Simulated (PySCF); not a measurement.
# InH₄⁻: structure of the singlet

Where does singlet InH₄⁻ go from a PBE0 minimum start, is the end point a minimum, and what are its modes, charges and moments?

Computed with PySCF 2.14.0. Level: PBE0, basis In def2-TZVPD with ECP28, H def2-TZVPD, scalar-relativistic core potentials, no spin–orbit coupling, density fitting.

### 1 Where the work starts

5 atoms, charge -1, spin multiplicity 1.

Bond lengths: In1–H2 1.786 Å, In1–H3 1.786 Å, In1–H4 1.786 Å, In1–H5 1.786 Å. Angles: H2–In1–H3 109.5°, H2–In1–H4 109.5°, H2–In1–H5 109.5°, H3–In1–H4 109.5°, H3–In1–H5 109.5°, H4–In1–H5 109.5°.

```xyz
5
charge -1 multiplicity 1
In    0.0000    0.0000    0.0000
H     1.0309    1.0309   -1.0309
H    -1.0309   -1.0309   -1.0309
H     1.0309   -1.0309    1.0309
H    -1.0309    1.0309    1.0309
```

### 2 Finding the electronic state

One driver script runs all steps and calls PySCF; scf.py shows how it sets up the SCF of each step. The optimiser is the driver's own. After this first run the driver tries any further starts and a stability analysis.

Input file scf.py:

```python
from pyscf import gto, scf, dft
mol = gto.M(atom='''
In     0.000000     0.000000     0.000000
H      1.030880     1.030880    -1.030880
H     -1.030880    -1.030880    -1.030880
H      1.030880    -1.030880     1.030880
H     -1.030880     1.030880     1.030880''',
    basis={'In': 'def2-TZVPD', 'H': 'def2-TZVPD'},
    ecp={'In': 'def2-TZVPD'},
    charge=-1, spin=0)
mf = dft.RKS(mol, xc='PBE0')
mf.grids.atom_grid = (50, 194)
aux = {'In': 'def2-universal-JKFIT', 'H': 'def2-universal-JKFIT'}
mf = mf.density_fit(auxbasis=aux)
mf.conv_tol = 1e-08
mf.diis_space = 10
mf.max_cycle = 60
mf.init_guess = 'minao'
mf.verbose = 4
mf.kernel()
```

Run with:

```
> OMP_NUM_THREADS=2 python axn.py task.json out
```

Output:

```text
init E= -159.401299216942
  HOMO = -0.665512193047855  LUMO = -0.344496998665868  gap/eV = 8.73527
cycle= 1 E= -191.503186540032  delta_E= -32.1  |g|= 2.15  |ddm|= 45.9
cycle= 2 E= -176.202593108961  delta_E= 15.3  |g|= 9.33  |ddm|=   77
  HOMO = -0.0853708467367316  LUMO = 0.125470676914206  gap/eV = 5.73729
cycle= 3 E= -192.4554564952  delta_E= -16.3  |g|= 0.67  |ddm|= 76.7
  HOMO = -0.0507550310268882  LUMO = 0.140804523258366  gap/eV = 5.21260
cycle= 4 E= -192.518098355043  delta_E= -0.0626  |g|= 0.11  |ddm|= 0.763
  HOMO = -0.0888808114840996  LUMO = 0.131184193828756  gap/eV = 5.98827
cycle= 5 E= -192.522309653085  delta_E= -0.00421  |g|= 0.00967  |ddm|= 0.223
  HOMO = -0.0852359326271727  LUMO = 0.131999835852958  gap/eV = 5.91129
cycle= 6 E= -192.522347946928  delta_E= -3.83e-05  |g|= 0.000871  |ddm|= 0.0264
  HOMO = -0.0849256681604717  LUMO = 0.132119921086273  gap/eV = 5.90611
cycle= 7 E= -192.522348099928  delta_E= -1.53e-07  |g|= 0.000206  |ddm|= 0.00144
  HOMO = -0.0849194089188882  LUMO = 0.132132548601064  gap/eV = 5.90628
cycle= 8 E= -192.522348112349  delta_E= -1.24e-08  |g|= 6.62e-06  |ddm|= 0.00054
  HOMO = -0.0849169078899367  LUMO = 0.132134126270611  gap/eV = 5.90626
cycle= 9 E= -192.522348112367  delta_E= -1.76e-11  |g|= 5.71e-07  |ddm|= 3.86e-05
  HOMO = -0.0849170447407224  LUMO = 0.132134141870062  gap/eV = 5.90626
Extra cycle  E= -192.522348112367  delta_E= -6.82e-13  |g|= 4.75e-07  |ddm|= 3.91e-06
converged SCF energy = -192.522348112367
```

This step, with its further starts and checks, ran for 3.3 s (2 threads of Arm Neoverse V1, shared host).

The test of internal stability found no lower closed-shell solution.

### 3 Relaxing the singlet from the PBE0 minimum start

The program finds Td symmetry in the start, which this walk keeps.

Edit scf.py of step 2 so:

```diff
@@ -18 +17,0 @@
-mf.init_guess = 'minao'
```

Steps of the walk:

| step | energy (Eh) | change (kJ/mol) | largest symmetric gradient (Eh/bohr) |
| --- | --- | --- | --- |
| 0 | -192.522348 | 0.00 | 0.00002 |

The walk took 1.2 s.

Positions (Å) and forces (eV/Å) along the way:

```
step 0
In   0.000   0.000   0.000   0.000   0.000   0.000
H    1.031   1.031  -1.031   0.001   0.001  -0.001
H   -1.031  -1.031  -1.031  -0.001  -0.001  -0.001
H    1.031  -1.031   1.031   0.001  -0.001   0.001
H   -1.031   1.031   1.031  -0.001   0.001   0.001
```

End point (Td, 0 steps, 0.0 kJ/mol gained): In–H 1.786 Å (×4); H–In–H 109.5° (×6).

### 4 Frequencies

On the finer grid the gradient is checked again; gradients at displacements of ±0.02 bohr then give force constants and infrared intensities.

Edit scf.py of step 3 so:

```diff
@@ -12 +12 @@
-mf.grids.atom_grid = (50, 194)
+mf.grids.atom_grid = (75, 302)
@@ -15 +15 @@
-mf.conv_tol = 1e-08
+mf.conv_tol = 1e-10
```

The driver hands on the density of the step before, so the log starts near convergence.

SCF at the final geometry:

```text
init E= -192.522368102679
  HOMO = -0.08491977906719  LUMO = 0.132136633857394  gap/eV = 5.90641
cycle= 1 E= -192.522368102676  delta_E= 2.98e-12  |g|= 9.47e-06  |ddm|= 2.75e-05
  HOMO = -0.0849187320867866  LUMO = 0.132136867579216  gap/eV = 5.90638
Extra cycle  E= -192.522368102676  delta_E= -3.69e-13  |g|= 1.01e-05  |ddm|= 2.93e-05
converged SCF energy = -192.522368102676
```

The whole step took 14 s.

Geometry: Td; In–H 1.786 Å (×4); H–In–H 109.5° (×6).

Harmonic modes (main isotopes):

```
symmetry  ω (cm⁻¹)  IR (km/mol)     type
      t2       607         1187     bend
       e       644          0.0     bend
      t2      1562         2135  stretch
      a1      1626          0.0  stretch
```

All wavenumbers are real: a minimum.

Constants and moments:

```yaml
Dipole_moment_about_the_centre_of_mass: 0.00 D
Highest_occupied_level: -2.31 eV
Lowest_empty_level: 3.60 eV
Rotational_constants: 1.967, 1.967, 1.967 cm⁻¹
Zero-point_energy: 56.3 kJ/mol
Principal_polarisabilities: 72.6, 72.6, 72.6 bohr³
Principal_traceless_quadrupole_moments_about_the_centre_of_mass: 0.00, 0.00, 0.00 D Å
Entropy_at_298.15_K_and_1_bar: 231.9 J/(mol K)
Heat_capacity_Cp_at_298.15_K: 54.9 J/(mol K)
Enthalpy_at_298.15_K_above_0_K: 11.91 kJ/mol
Rotational_symmetry_number: 12
```

Charges (e) and bond orders:

```csv
atom,Mulliken,Löwdin,polar tensor,Mayer order to In1
In1,0.07,-0.14,0.98,–
"H2,3,4,5",-0.27,-0.22,-0.49,0.88
```

Mulliken populations on In1 (outside its core potential): s 3.15, p 7.70, d 10.07, f 0.02.

### 5 Results

| quantity | value |
| --- | --- |
| minimum | singlet, Td |
| geometry | In–H 1.786 Å (×4); H–In–H 109.5° (×6) |
| wavenumbers (cm⁻¹) | 607 (t2), 644 (e), 1562 (t2), 1626 (a1) |
| dipole moment (centre of mass) | 0.00 D |
| highest occupied, lowest empty level | -2.31, 3.60 eV |
| polar-tensor charge of In1 | +0.98 e |
| zero-point energy | 56.3 kJ/mol |
| entropy at 298.15 K | 231.9 J/(mol K) |

In words: The molecule stays Td, as typed, and the end point is a minimum. In the infrared the band at 1562 cm⁻¹ (t2, stretch) leads. Only this shape and spin were tried, so other structures or states may lie lower.

The search up to here took 19 s.
